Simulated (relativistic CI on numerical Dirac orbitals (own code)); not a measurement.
**Fe³⁺: L2,3 absorption multiplets**

Wanted: the shape of the L2,3 absorption spectrum of Fe³⁺ in 5 surroundings, from the same atomic integrals.

Method: Dirac-Coulomb-Breit CI, KLI orbitals optimised for each configuration, model QED (radiative potential, 1s self-energy scaled to tabulated hydrogen-like ionisation energies), valence Slater integrals scaled by 0.8, multiplet model of core-to-valence dipole absorption. Code: relativistic CI on numerical Dirac orbitals (own code) version 1.

## 1. Starting point

| Quantity | Value |
| --- | --- |
| ion | Fe³⁺ (Fe IV) |
| nuclear charge | 26 |
| electrons | 23 |
| configurations | [Ar] 3d5 → [He] 2s2 2p5 3s2 3p6 3d6 |
| magnetising field for the dichroism, Lz and Sz | exchange field 10 meV on Sz; these come from the lowest magnetised state alone (0 K) |
| temperature of the isotropic spectrum | 10 K |
| widths | Lorentz 0.24 eV, Gauss 0.3 eV |
| surrounding 1 | free ion |
| surrounding 2 | D4h, 10Dq = 11200, Ds = -1500, Dt = -220 cm⁻¹ |
| surrounding 3 | D4h, 10Dq = 11200, Ds = -860, Dt = -220 cm⁻¹ |
| surrounding 4 | D4h, 10Dq = 11200, Ds = -210, Dt = -220 cm⁻¹ |
| surrounding 5 | D4h, 10Dq = 11200, Ds = 430, Dt = -220 cm⁻¹ |

## 2. Surrounding 1: free ion

Input settings:

```ini
atom Fe  Z=26  charge=3  electrons=23
nucleus A=56  rms_radius_fm=3.7377
hamiltonian dirac-coulomb  breit=on  qed=on  c_scale=1
orbitals kli  potential=per-configuration
slater_scale 0.8
correlation none
mixing on
configurations
  [Ar] 3d5
  [He] 2s2 2p5 3s2 3p6 3d6
end
absorption L2,3 T=10 lorentz=0.24 gauss=0.3
crystal_field free
```

## 3. Surrounding 2: D4h, 10Dq = 11200, Ds = -1500, Dt = -220

Settings: those of step 2 with these lines changed.

```diff
@@ -12,2 +12,2 @@
 absorption L2,3 T=10 lorentz=0.24 gauss=0.3
-crystal_field free
+crystal_field D4h 10Dq=11200 Ds=-1500 Dt=-220
```

## 4. Surrounding 3: D4h, 10Dq = 11200, Ds = -860, Dt = -220

Settings: those of step 3 with these lines changed.

```diff
@@ -12,2 +12,2 @@
 absorption L2,3 T=10 lorentz=0.24 gauss=0.3
-crystal_field D4h 10Dq=11200 Ds=-1500 Dt=-220
+crystal_field D4h 10Dq=11200 Ds=-860 Dt=-220
```

## 5. Surrounding 4: D4h, 10Dq = 11200, Ds = -210, Dt = -220

Settings: those of step 4 with these lines changed.

```diff
@@ -12,2 +12,2 @@
 absorption L2,3 T=10 lorentz=0.24 gauss=0.3
-crystal_field D4h 10Dq=11200 Ds=-860 Dt=-220
+crystal_field D4h 10Dq=11200 Ds=-210 Dt=-220
```

## 6. Surrounding 5: D4h, 10Dq = 11200, Ds = 430, Dt = -220

Settings: those of step 5 with these lines changed.

```diff
@@ -12,2 +12,2 @@
 absorption L2,3 T=10 lorentz=0.24 gauss=0.3
-crystal_field D4h 10Dq=11200 Ds=-210 Dt=-220
+crystal_field D4h 10Dq=11200 Ds=430 Dt=-220
```

(Steps that only read results are left out.)

**Question.** What will these runs give? Wanted: highest peak, first run; ground spin; share of the lower edge; core spin-orbit splitting.

The runs gave:

| surrounding | ground S | Lz (0 K) | Sz (0 K) | centroid (eV) | share of the lower edge | up to four highest peaks (% of the highest), eV |
| --- | --- | --- | --- | --- | --- | --- |
| 1: free | 2.50 | 0.00 | -2.50 | 716.30 | 0.765* | 712.5 (100), 713.8 (36), 724.9 (18), 726.8 (30) |
| 2: D4h | 2.50 | 0.00 | -2.50 | 716.28 | 0.767* | 711.0 (34), 712.3 (81), 713.1 (100), 714.4 (33) |
| 3: D4h | 2.50 | 0.00 | -2.50 | 716.28 | 0.767* | 711.0 (35), 712.5 (82), 712.9 (100), 714.4 (35) |
| 4: D4h | 2.50 | 0.00 | -2.50 | 716.28 | 0.767* | 711.0 (29), 712.7 (100), 714.4 (29), 726.1 (20) |
| 5: D4h | 2.50 | 0.00 | -2.50 | 716.28 | 0.767* | 711.0 (25), 712.7 (100), 714.4 (27), 726.1 (18) |

* From the broadened curve, split at its minimum between the edges.

| quantity | value |
| --- | --- |
| highest peak, first run | 712.5 eV |
| ground spin (effective S from ⟨S²⟩) | 2.50 |
| share of the lower edge | 0.765 to 0.767 |
| core spin-orbit splitting (without Breit) | 12.95 eV |

What this shows: The lower edge takes 0.77 of the intensity in surrounding 1, above the statistical 0.67. The position of the maximum differs by up to 0.6 eV between the surroundings, by shifts of peaks or by peaks exchanging rank. Edge positions are free-ion values and differ from those in solids by a few eV or more.
